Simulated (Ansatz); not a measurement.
# Li on graphene monolayer: hop by a lattice vector of the surface

Aim: the minimum-energy path and barrier of the hop by a lattice vector of the surface. The ends are relaxed first, then joined by a nudged elastic band. The slab cell is 3×3, 1 layer thick, and the adsorbate is set down on it by hand.

All numbers below are computed with Ansatz 0.2.0 (DFT LDA, plane waves, PAW, scalar-relativistic, collinear spin).

## (1) The system as given

The cell holds 19 atoms (C18Li): a = 7.398 Å, b = 7.398 Å, c = 12.000 Å, α = 90.00°, β = 90.00°, γ = 120.00°.

The coordinates stand in the first input below.

## (2) Relaxing end A

The input, input.yaml:

```yaml
crystal:
  lattice:
    - [7.398, 0.0, 0.0]
    - [-3.699, 6.406856, 0.0]
    - [0.0, 0.0, 12.0]
  atoms:
    - { symbol: C, position: [0.0, 0.0, 0.0833333] }
    - { symbol: C, position: [0.2222222, 0.1111111, 0.0833333] }
    - { symbol: C, position: [0.0, 0.3333333, 0.0833333] }
    - { symbol: C, position: [0.2222222, 0.4444444, 0.0833333] }
    - { symbol: C, position: [0.0, 0.6666667, 0.0833333] }
    - { symbol: C, position: [0.2222222, 0.7777778, 0.0833333] }
    - { symbol: C, position: [0.3333333, 0.0, 0.0833333] }
    - { symbol: C, position: [0.5555556, 0.1111111, 0.0833333] }
    - { symbol: C, position: [0.3333333, 0.3333333, 0.0833333] }
    - { symbol: C, position: [0.5555556, 0.4444444, 0.0833333] }
    - { symbol: C, position: [0.3333333, 0.6666667, 0.0833333] }
    - { symbol: C, position: [0.5555556, 0.7777778, 0.0833333] }
    - { symbol: C, position: [0.6666667, 0.0, 0.0833333] }
    - { symbol: C, position: [0.8888889, 0.1111111, 0.0833333] }
    - { symbol: C, position: [0.6666667, 0.3333333, 0.0833333] }
    - { symbol: C, position: [0.8888889, 0.4444444, 0.0833333] }
    - { symbol: C, position: [0.6666667, 0.6666667, 0.0833333] }
    - { symbol: C, position: [0.8888889, 0.7777778, 0.0833333] }
    - { symbol: Li, position: [0.255209, 0.7278681, 0.2525], spin: 1.0 }
magnetization:
  spin_polarized: true
basis:
  ecutwfc: 420.0
kpoints:
  mp_grid: { grid: [2, 2, 1] }
hamiltonian:
  xc: lda
scf:
  occupations: { method: fermi_dirac, width: 0.05 }
  lower_state_search: "off"
relax:
  f_tol: 0.03
  max_steps: 60
  adjacent_minimum: "off"
```

The run is started by

```
ansatz run input.yaml --threads 2 --pin off --max-ram 5120MiB --backend cpu --events-out ev --progress --plain --runs-dir out
```

Standard output, cut to the lines that bear on the results:

```text
Warning: RAYON_NUM_THREADS=2 ignored (pool sized by the plan → 2); use --threads N
[...]
Pseudopotentials: kind: paw
Pseudopotential: C, paw, valence charge 4, recommended cutoff 420 eV (normal), C.paw.azcp
Pseudopotential: Li, paw, valence charge 3, recommended cutoff 420 eV (normal), Li.paw.azcp
Functional definition: SPW92
[...]
Crystal: 19 atoms, lattice volume = 568.775 Å³
Basis set: ecut = 420 eV, 11177 PW (Γ)
Bands: 57, of which v1, the nominal top of the filled ones, is band 38 counted from 1 (37 counted from 0)
Symmetry: 1 space group operations
Space group: P1 (ITA 1), of the structure as read, at distance tolerance 8.3e-5 Å
Magnetic group: BNS 1.1 (UNI 1), of the structure as read, at distance tolerance 8.3e-5 Å
k-points: 4
[...]
Starting moments: Σ|m| = 1 μB on 1 of 19 sites
[...]
SCF iter   1: F=—  HF=-4586.931796 eV  |F-HF|=—  |Δ(HF+E_count)|=         —  Δρ=4.03e-2 (↑4.03e-2 ↓3.93e-2)  dr2=3.02e1  dr2_m=1.77e0  M=0.000 μB ∫|m|=0.042 μB  β_m=0.30  ethr=3.10e-3  ⟨swp⟩=13.2  Hψ=3302  notcnv=0  defer=51
[...]
spin=Collinear: Resta preconditioning applied to the charge; magnetization (m = ρ↑ − ρ↓) channel mixes plain (no charge-response kernel on spin).
[...]
spin-set hold released at iteration 6 (site moments contracting): the magnetisation degrees of freedom join the quasi-Newton model from the next iteration; the mixer history was flushed
[...]
WARN: the starting moments were not kept: the SCF closed with an absolute magnetisation of 4.8e-5 μB, where they sum to 1 μB in size (1 site). That is at most 0.1 of that sum. Measured as dr2_m measures the in/out step, that magnetisation stands 1.3e-10 eV from none, at or under the [...]
relax step   1: F+E_penalty+E_count = -4574.44224376 eV  Δ(F+E_penalty+E_count) = +0.000e0 eV  max|allowed force component| = 6.732e-1 eV/Å  Δτ_max = 0.0000 Å  (11 SCF iters, dr2 threshold 2.25e-5 eV, accepted)
[...]
relax step   2: F+E_penalty+E_count = -4574.51614892 eV  Δ(F+E_penalty+E_count) = -7.391e-2 eV  max|allowed force component| = 2.927e-1 eV/Å  Δτ_max = 0.1318 Å  (7 SCF iters, dr2 threshold 2.83e-5 eV, accepted)
[...]
spin=Collinear: Resta preconditioning applied to the charge; magnetization (m = ρ↑ − ρ↓) channel mixes plain (no charge-response kernel on spin).
[...]
```

## (3) The output, continued: end point A relaxed

The log, continued, cut to the lines that bear on the results:

```text
relax step   3: F+E_penalty+E_count = -4574.53240732 eV  Δ(F+E_penalty+E_count) = -1.626e-2 eV  max|allowed force component| = 1.393e-1 eV/Å  Δτ_max = 0.0975 Å  (7 SCF iters, dr2 threshold 5.35e-6 eV, accepted)
[...]
relax step   9: F+E_penalty+E_count = -4574.91646659 eV  Δ(F+E_penalty+E_count) = -3.845e-3 eV  max|allowed force component| = 3.219e-2 eV/Å  Δτ_max = 0.0646 Å  (8 SCF iters, accepted)
[...]
relax step  10: F+E_penalty+E_count = -4574.91658264 eV  Δ(F+E_penalty+E_count) = -1.160e-4 eV  max|allowed force component| = 5.183e-4 eV/Å  Δτ_max = 0.0038 Å  (6 SCF iters, accepted)
Magnetization: 0.0000 μB (37.5000 up, 37.5000 down)
Absolute magnetization: 0.0000 μB (∫|ρ↑−ρ↓|, with the PAW one-centre terms)
Spin contamination: 0.0000 ħ² per cell (⟨S²⟩ above its minimum at these occupations)
[...]
Free energy (F): -4574.916583 eV
[...]
E sigma→0 (E₀):  -4574.916582 eV
[...]
    - { symbol: C, position: [0.34140900625030024, 0.3419185764911904, 0.08549963797453043] }
    - { symbol: C, position: [0.5631452176365742, 0.45352294443452584, 0.08544662285872419] }
    - { symbol: C, position: [0.34202910612491166, 0.6762925733142913, 0.08447794655965035] }
    - { symbol: C, position: [0.5641168241741285, 0.7873365084202276, 0.08550533836948028] }
    - { symbol: C, position: [0.6742480265944819, 0.009072893881271141, 0.08544986997581369] }
    - { symbol: C, position: [0.8959849549363547, 0.11920246155520632, 0.0855008409731938] }
    - { symbol: C, position: [0.6732744220110619, 0.34191537538178696, 0.0855002445190204] }
    - { symbol: C, position: [0.8953621519828261, 0.45295808456950876, 0.08446921856074746] }
    - { symbol: C, position: [0.6742506146942471, 0.6757326525805697, 0.08544886489536686] }
    - { symbol: C, position: [0.8959885414601731, 0.7873380213369924, 0.08550093675239846] }
    - { symbol: Li, position: [0.11866967022612904, 0.5645972130876551, 0.21995601381090715] }
```

It took 35 s on 2 threads of Intel Xeon 6975P-C (Granite Rapids), shared host; peak memory 0.91 GiB.

The steps of the relaxation:

| step | energy from step 1 (eV/cell) | largest force component (eV/Å) |
| --- | --- | --- |
| 1 | 0.0000 | 0.6733 |
| 2 | -0.0739 | 0.2927 |
| 3 | -0.0902 | 0.1393 |
| 4 | -0.1332 | 0.3098 |
| 5 | -0.2130 | 0.4215 |
| 6 | -0.3163 | 0.4065 |
| 7 | -0.4116 | 0.2992 |
| 8 | -0.4704 | 0.0851 |
| 9 | -0.4742 | 0.0322 |
| 10 | -0.4743 | 0.0005 |

Step 1 is the start.

The atom that moved most is Li19, by 1.19 Å.

## (4) Nudged elastic band

crystal.atoms is end A as relaxed above, and neb.final_atoms is the same geometry shifted by the lattice vector, with the slab's atoms relabelled. With 3 inner images the band has 5 in all.

The input, input.yaml:

```yaml
crystal:
  lattice:
    - [7.398, 0.0, 0.0]
    - [-3.699, 6.406856, 0.0]
    - [0.0, 0.0, 12.0]
  atoms:
    - { symbol: C, position: [0.00759385, 0.00907462, 0.08544699] }
    - { symbol: C, position: [0.22980408, 0.12018091, 0.08544884] }
    - { symbol: C, position: [0.0070282, 0.3412903, 0.08446924] }
    - { symbol: C, position: [0.23036221, 0.45295888, 0.08447135] }
    - { symbol: C, position: [0.00702994, 0.6762921, 0.08447283] }
    - { symbol: C, position: [0.23036318, 0.78795908, 0.084479] }
    - { symbol: C, position: [0.34140652, 0.01004639, 0.08550558] }
    - { symbol: C, position: [0.56314259, 0.12017842, 0.08545004] }
    - { symbol: C, position: [0.34140901, 0.34191858, 0.08549964] }
    - { symbol: C, position: [0.56314522, 0.45352294, 0.08544662] }
    - { symbol: C, position: [0.34202911, 0.67629257, 0.08447795] }
    - { symbol: C, position: [0.56411682, 0.78733651, 0.08550534] }
    - { symbol: C, position: [0.67424803, 0.00907289, 0.08544987] }
    - { symbol: C, position: [0.89598495, 0.11920246, 0.08550084] }
    - { symbol: C, position: [0.67327442, 0.34191538, 0.08550024] }
    - { symbol: C, position: [0.89536215, 0.45295808, 0.08446922] }
    - { symbol: C, position: [0.67425061, 0.67573265, 0.08544886] }
    - { symbol: C, position: [0.89598854, 0.78733802, 0.08550094] }
    - { symbol: Li, position: [0.11866967, 0.56459721, 0.21995601] }
magnetization:
  spin_polarized: true
basis:
  ecutwfc: 420.0
kpoints:
  mp_grid: { grid: [2, 2, 1] }
hamiltonian:
  xc: lda
scf:
  occupations: { method: fermi_dirac, width: 0.05 }
  lower_state_search: "off"
neb:
  images: 3
  f_tol: 0.03
  initial_path: idpp
  max_iterations: 80
  spring: { min: 2.0, max: 10.0 }
  final_atoms:
    - { symbol: C, position: [0.00758394, 0.00906598, 0.08544886] }
    - { symbol: C, position: [0.22932187, 0.12067135, 0.08550094] }
    - { symbol: C, position: [0.00758136, 0.34240622, 0.08544987] }
    - { symbol: C, position: [0.22931828, 0.45253579, 0.08550084] }
    - { symbol: C, position: [0.00660775, 0.67524871, 0.08550024] }
    - { symbol: C, position: [0.22869548, 0.78629141, 0.08446922] }
    - { symbol: C, position: [0.34036327, 0.00962543, 0.08447283] }
    - { symbol: C, position: [0.56369651, 0.12129241, 0.084479] }
    - { symbol: C, position: [0.34092718, 0.34240795, 0.08544699] }
    - { symbol: C, position: [0.56313741, 0.45351424, 0.08544884] }
    - { symbol: C, position: [0.34036153, 0.67462363, 0.08446924] }
    - { symbol: C, position: [0.56369554, 0.78629221, 0.08447135] }
    - { symbol: C, position: [0.67536244, 0.0096259, 0.08447795] }
    - { symbol: C, position: [0.89745015, 0.12066984, 0.08550534] }
    - { symbol: C, position: [0.67473985, 0.34337972, 0.08550558] }
    - { symbol: C, position: [0.89647592, 0.45351175, 0.08545004] }
    - { symbol: C, position: [0.67474234, 0.67525191, 0.08549964] }
    - { symbol: C, position: [0.89647855, 0.78685627, 0.08544662] }
    - { symbol: Li, position: [0.452003, 0.89793054, 0.21995601] }
  order_check: true
```

The run is started by

```
ansatz run input.yaml --threads 2 --pin off --max-ram 5120MiB --backend cpu --events-out ev --progress --plain --runs-dir out
```

Standard output, cut to the lines that bear on the results:

```text
Warning: neb: disabling space-group detection — the band's intermediate images generally break the endpoint symmetry, so no spatial operation reduces the k-mesh or symmetrises the density, except that a semilocal band can use its path's symmetry ahead of convergence; time reversal is [...]
Warning: RAYON_NUM_THREADS=2 ignored (pool sized by the plan → 2); use --threads N
[...]
[... 4 set-up lines as earlier in the session ...]
[...]
parallel-image band execution: 2 concurrent image workers
NEB image 0
Crystal: 19 atoms, lattice volume = 568.775 Å³
Basis set: ecut = 420 eV, 11177 PW (Γ)
Bands: 57, of which v1, the nominal top of the filled ones, is band 38 counted from 1 (37 counted from 0)
[... 1 set-up line as earlier in the session ...]
k-points: 4
[...]
NEB iter   1: max|band force component| = 1.574e0 eV/Å  barrier→ = 0.4883 eV  barrier← = 0.4883 eV  Δτ_max = 0.1053 Å  (48 SCF iters)
[...]
NEB iter   6: max|band force component| = 8.717e-2 eV/Å  barrier→ = 0.3928 eV  barrier← = 0.3928 eV  CI = image 2  Δτ_max = 0.0452 Å  (6 SCF iters)
[...]
NEB iter   7: max|band force component| = 4.280e-2 eV/Å  barrier→ = 0.3926 eV  barrier← = 0.3926 eV  CI = image 2  Δτ_max = 0.0371 Å  (18 SCF iters)
  M     (μB):  +0.0000  +0.0000  +0.0000  +0.0000  +0.0000
  M_abs (μB):   0.0000   0.0000   0.0000   0.0000   0.0000
NEB image 1
[...]
spin=Collinear: Resta preconditioning applied to the charge; magnetization (m = ρ↑ − ρ↓) channel mixes plain (no charge-response kernel on spin).
NEB image 2
[...]
spin=Collinear: Resta preconditioning applied to the charge; magnetization (m = ρ↑ − ρ↓) channel mixes plain (no charge-response kernel on spin).
NEB image 3
spin=Collinear: Resta preconditioning applied to the charge; magnetization (m = ρ↑ − ρ↓) channel mixes plain (no charge-response kernel on spin).
NEB image 1
NSCF: frozen V_eff on 4 k-points
NEB image 3
NSCF: frozen V_eff on 4 k-points
NEB image 2
NSCF: frozen V_eff on 4 k-points
[...]
NEB image 2, as the band closes
```

## (5) The output, continued: band between the two ends

Output, continued, cut to the lines that bear on the results:

```text
[...]
spin=Collinear: Resta preconditioning applied to the charge; magnetization (m = ρ↑ − ρ↓) channel mixes plain (no charge-response kernel on spin).
NEB point 1 about image 2
[...]
spin=Collinear: Resta preconditioning applied to the charge; magnetization (m = ρ↑ − ρ↓) channel mixes plain (no charge-response kernel on spin).
NEB point 2 about image 2
spin=Collinear: Resta preconditioning applied to the charge; magnetization (m = ρ↑ − ρ↓) channel mixes plain (no charge-response kernel on spin).
NEB point 3 about image 2
[...]
spin=Collinear: Resta preconditioning applied to the charge; magnetization (m = ρ↑ − ρ↓) channel mixes plain (no charge-response kernel on spin).
NEB point 4 about image 2
[...]
spin=Collinear: Resta preconditioning applied to the charge; magnetization (m = ρ↑ − ρ↓) channel mixes plain (no charge-response kernel on spin).
NEB point 5 about image 2
[...]
  M     (μB):  +0.0000  +0.0000  +0.0000  +0.0000  +0.0000
  M_abs (μB):   0.0000   0.0000   0.0000   0.0000   0.0000
Magnetization: 0.0000 μB (37.5000 up, 37.5000 down)
Absolute magnetization: 0.0000 μB (∫|ρ↑−ρ↓|)
Spin contamination: 0.0000 ħ² per cell (⟨S²⟩ above its minimum at these occupations)
[...]
Free energy (F): -4574.523945 eV
[...]
E sigma→0 (E₀):  -4574.523944 eV
Entropy (-TS):   -0.000002 eV (-0.000 meV/atom)
Fermi energy:    0.350749 eV
[...]
--- Forces (eV/Å), atoms counted from 1 ---
  atom   1  C      0.00024224    -0.00013723     0.00486347
  atom   2  C     -0.00037263    -0.00036356    -0.00162483
  atom   3  C     -0.00017686    -0.00010072     0.00053459
  atom   4  C      0.00009522     0.00002403     0.00008831
[...]
  atom   5  C     -0.00031731    -0.00001000    -0.00064985
  atom   6  C      0.00037006    -0.00021390    -0.00235833
  atom   7  C     -0.00015077     0.00028253    -0.00066603
  atom   8  C      0.00020553    -0.00000674     0.00166768
[...]
--- Band table (eV; the first three rows and the last of 8) ---
[...]
```

## (6) More of the same log: band between the two ends

The log, continued, cut to the lines that bear on the results:

```text
[...]
this run last wrote the band of iteration 8 to <dir>; this run last wrote the band within `neb.f_tol` of iteration 5 to <dir>
--- NEB band (5 images, 8 band iterations, 403 SCF iterations) ---
  forward barrier  = 0.392638 eV
  backward barrier = 0.392638 eV
  lagrangian_above_aufbau_ev (what the smearing adds, to first order; not taken off the barriers): saddle image -0.000000 eV, end points -0.000000 and -0.000000 eV
  climbing image's point = of a kind that is not told: the force calls were inconclusive, a negative curvature could not be distinguished from the path's own, the only one lies far off the path, or fixed occupations may fill a level only in part (lowest curvatures found: -1.01 and 0.17 eV/Å²)
  energies are F+E_penalty+E_count in eV, relative to image 0
  image     s (Å)  Δ vs image 0  max|band force component| (eV/Å)     M (μB)  M_abs (μB)
[...]
    - { symbol: C, position: [0.34114216648420087, 0.3422032827528194, 0.08540972260753062] }
    - { symbol: C, position: [0.5631845740468923, 0.45346858586310496, 0.08515742433291265] }
    - { symbol: C, position: [0.34130240780105325, 0.6753507466553094, 0.07853161739806208] }
    - { symbol: C, position: [0.5639213206384742, 0.7871521258303587, 0.08369291385436868] }
    - { symbol: C, position: [0.6747160306731327, 0.009507961989965603, 0.0850634193010735] }
    - { symbol: C, position: [0.896565878940182, 0.1200872774352806, 0.08571812329478619] }
    - { symbol: C, position: [0.6741645684893778, 0.3424886063262238, 0.08571606284236041] }
    - { symbol: C, position: [0.8960146042918902, 0.45306698044929666, 0.08505947612235029] }
    - { symbol: C, position: [0.6744498829192695, 0.6755109997413711, 0.08540964133382552] }
    - { symbol: C, position: [0.8962806066449724, 0.787064750634254, 0.08540531033435239] }
    - { symbol: Li, position: [0.2852983916259032, 0.7313549002477836, 0.2370436690347032] }
```

Run time: 1.9 min. Hardware: 2 threads of Intel Xeon 6975P-C (Granite Rapids), shared host; peak memory 1.6 GiB.

## (7) Images and barrier

The 3 inner images lie between the fixed ends 0 and 4. Energy is taken from image 0, and the path length is the program's own coordinate along the band.

| image | path (Å) | energy (eV) | Li19 x y z (Å) | band force (eV/Å) |
| --- | --- | --- | --- | --- |
| 0 | 0.000 | 0.0000 | -1.21 3.62 2.64 | - |
| 1 | 0.706 | 0.2648 | -0.86 4.22 2.78 | 0.010 |
| 2* | 1.229 | 0.3926 | -0.59 4.69 2.84 | 0.005 |
| 3 | 1.751 | 0.2649 | -0.33 5.15 2.78 | 0.010 |
| 4 | 2.457 | 0.0000 | 0.02 5.75 2.64 | - |

The star marks the climbing image.

image, energy (eV) and a bar:
```
        0      0.000 
        1      0.265 ####################
        2      0.393 ##############################
        3      0.265 ####################
        4      0.000
```

The top of the band by iteration:

| iteration | highest image above image 0 (eV) | largest band force (eV/Å) |
| --- | --- | --- |
| 1 | 0.4883 | 1.574 |
| 2 | 0.4050 | 0.288 |
| 3 | 0.3970 | 0.137 |
| 4 | 0.3950 | 0.048 |
| 5 | 0.3943 | 0.021 |
| 6 | 0.3928 | 0.087 |
| 7 | 0.3926 | 0.043 |
| 8 | 0.3926 | 0.010 |

The band as a trajectory file:

```xyz
19
Lattice="7.398 0.000 0.000 -3.699 6.407 0.000 0.000 0.000 12.000" Properties=species:S:1:pos:R:3 pbc="T T T" image=0 dE=0.0000
C     0.023    0.058    1.025
C     1.256    0.770    1.025
C    -1.210    2.187    1.014
C     0.029    2.902    1.014
C    -2.450    4.333    1.014
C    -1.210    5.048    1.014
C     2.489    0.064    1.026
C     3.722    0.770    1.025
C     1.261    2.191    1.026
C     2.489    2.906    1.025
C     0.029    4.333    1.014
C     1.261    5.044    1.026
C     4.955    0.058    1.025
C     6.188    0.764    1.026
C     3.716    2.191    1.026
C     4.948    2.902    1.014
C     2.489    4.329    1.025
C     3.716    5.044    1.026
Li   -1.211    3.617    2.639
19
Lattice="7.398 0.000 0.000 -3.699 6.407 0.000 0.000 0.000 12.000" Properties=species:S:1:pos:R:3 pbc="T T T" image=1 dE=0.2648
C     0.019    0.053    1.024
C     1.251    0.766    1.021
C    -1.214    2.185    1.039
C     0.022    2.899    1.016
C    -2.449    4.326    1.016
C    -1.214    5.044    0.952
C     2.486    0.061    0.996
C     3.720    0.767    1.014
C     1.256    2.187    1.028
C     2.486    2.900    1.024
C     0.027    4.328    0.952
C     1.260    5.040    0.996
C     4.953    0.055    1.014
C     6.185    0.763    1.034
C     3.717    2.188    1.033
C     4.949    2.898    1.038
C     2.488    4.323    1.021
C     3.716    5.038    1.028
Li   -0.863    4.222    2.785
19
Lattice="7.398 0.000 0.000 -3.699 6.407 0.000 0.000 0.000 12.000" Properties=species:S:1:pos:R:3 pbc="T T T" image=2 dE=0.3926
C     0.022    0.058    1.022
C     1.253    0.771    1.025
C    -1.212    2.191    1.021
C     0.023    2.901    1.004
C    -2.448    4.327    1.004
C    -1.215    5.044    0.942
C     2.488    0.063    1.004
C     3.723    0.773    1.021
C     1.258    2.192    1.025
C     2.489    2.905    1.022
C     0.027    4.327    0.942
C     1.260    5.043    1.004
C     4.956    0.061    1.021
C     6.189    0.769    1.029
C     3.721    2.194    1.029
C     4.953    2.903    1.021
C     2.491    4.328    1.025
C     3.719    5.043    1.025
Li   -0.595    4.686    2.845
19
Lattice="7.398 0.000 0.000 -3.699 6.407 0.000 0.000 0.000 12.000" Properties=species:S:1:pos:R:3 pbc="T T T" image=3 dE=0.2649
C     0.025    0.064    1.024
C     1.255    0.776    1.028
C    -1.209    2.197    1.014
C     0.026    2.902    0.996
C    -2.448    4.330    0.996
C    -1.215    5.043    0.952
C     2.489    0.065    1.016
C     3.725    0.778    1.038
C     1.260    2.197    1.021
C     2.492    2.910    1.024
C     0.026    4.326    0.952
C     1.261    5.045    1.016
C     4.960    0.066    1.039
C     6.193    0.776    1.034
C     3.724    2.201    1.033
C     4.956    2.908    1.014
C     2.494    4.332    1.028
C     3.723    5.047    1.021
Li   -0.327    5.150    2.785
19
Lattice="7.398 0.000 0.000 -3.699 6.407 0.000 0.000 0.000 12.000" Properties=species:S:1:pos:R:3 pbc="T T T" image=4 dE=0.0000
C     0.023    0.058    1.025
C     1.250    0.773    1.026
C    -1.210    2.194    1.025
C     0.023    2.899    1.026
C    -2.449    4.326    1.026
C    -1.217    5.038    1.014
C     2.482    0.062    1.014
C     3.722    0.777    1.014
C     1.256    2.194    1.025
C     2.489    2.906    1.025
C     0.023    4.322    1.014
C     1.262    5.038    1.014
C     4.961    0.062    1.014
C     6.193    0.773    1.026
C     3.722    2.200    1.026
C     4.955    2.906    1.025
C     2.494    4.326    1.026
C     3.722    5.041    1.025
Li    0.022    5.753    2.639
```

## (8) Summary of results

```
                    quantity                    value
                       end A  9 moves, 0.474 eV lower
            barrier forwards                 0.393 eV
           barrier backwards                 0.393 eV
second end relative to first                 0.000 eV
               highest image    2 of 0 to 4, climbing
             band iterations                        8
lowest curvatures at the top     -1.01 and 0.17 eV/Å²
```

In words: The barrier from the first end is 0.39 eV, 15 times kT at 300 K, which at an assumed attempt frequency of 10^13 s⁻¹ means a rate near 10^6 s⁻¹. Both ends agree in energy to 1 meV. The test of curvatures at the top gave "unresolved", so the point may be no simple saddle. The value is not shown to be converged in cell size (19 atoms) or k-mesh.
